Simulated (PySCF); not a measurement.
# A gas-phase reaction: Ge2H6 + N2O → Ge2H6O + N2

Aim: the reaction energy of `[GeH3][GeH3]` + `[N-]=[N+]=O` → `[OH][GeH2][GeH3]` + `N#N`.

Programs: PySCF 2.14.0. All values are calculated, for the isolated system unless a continuum is named. Atoms count from 0, parts from 1.

### Step 1. Starting point

Each species was relaxed by itself at PBE0-D3(BJ)/def2-SVPD.

### Step 2. Reaction energy: wB97M-D3(BJ)/def2-TZVPD

The job: settings as JSON, then the geometry in Å.

```
{"job": {"kind": "react", "xc": "wB97M-D3(BJ)", "basis": "def2-TZVPD"}, "charge": 0, "multiplicity": 1}
-1 Ge2H6 charge 0 multiplicity 1
Ge     1.195950    -0.000440    -0.049740
Ge    -1.223630     0.018850     0.043850
H      1.747630     1.432780     0.039840
H      1.771370    -0.819380     1.118480
H      1.676770    -0.627530    -1.369600
H     -1.787350     1.112750    -0.879250
H     -1.702830     0.295910     1.479140
H     -1.788600    -1.339320    -0.406360

-1 N2O charge 0 multiplicity 1
N      1.146700    -0.005570     0.013740
N      0.022000    -0.007430    -0.000950
O     -1.154780    -0.009380    -0.016330

+1 Ge2H6O charge 0 multiplicity 1
O     -0.995230     0.251560     1.941240
Ge    -0.701050    -0.715240     0.450380
Ge     0.942340     0.388170    -0.959290
H     -1.323680     1.140080     1.781750
H     -2.039060    -0.911800    -0.297470
H     -0.199660    -2.057510     1.003210
H      1.094540    -0.366100    -2.292750
H      2.308440     0.442120    -0.256150
H      0.485190     1.827280    -1.261830

+1 N2 charge 0 multiplicity 1
N      0.531600     0.035910    -0.131190
N     -0.531630    -0.035910     0.131200
```

With the program's defaults for keys left out, this is: wB97M-D3(BJ)/def2-TZVPD reaction energy of separated species, gas phase.

Launch:

```console
$ OMP_NUM_THREADS=1 python cluster_run.py task.json out
```

The driver reads the jobs from task.json and runs them one after another.

**Question.** The jobs that follow are: PBE0-D3(BJ)/def2-TZVPD reaction energy of separated species, gas phase. Predict: reaction energy (wB97M-D3(BJ)/def2-TZVPD); ΔH, ΔG at 298 K (xTB thermal terms). Thermal terms come from harmonic xTB runs on each species.

**Answer**, as computed:

| quantity | value |
| --- | --- |
| reaction energy (wB97M-D3(BJ)/def2-TZVPD) | -79.21 kcal/mol |
| ΔH, ΔG at 298 K (xTB thermal terms) | -79.4, -80.7 kcal/mol |
| range of the reaction energy over the runs of this table | -79.21 to -68.22 kcal/mol |

The reaction is exothermic by 79.4 kcal/mol in the gas phase; dispersion gives -0.11, and xTB itself gave -10.32 for the electronic energy (xTB energies and thermal terms come from the earlier relaxation of each species, not shown). No barrier was sought. xTB and this level differ widely in the electronic energy, so what comes from xTB (the thermal terms above all) is less safe here. The reaction energy runs from -79.21 (wB97M-D3(BJ)/def2-TZVPD) to -68.22 kcal/mol (PBE0-D3(BJ)/def2-TZVPD).
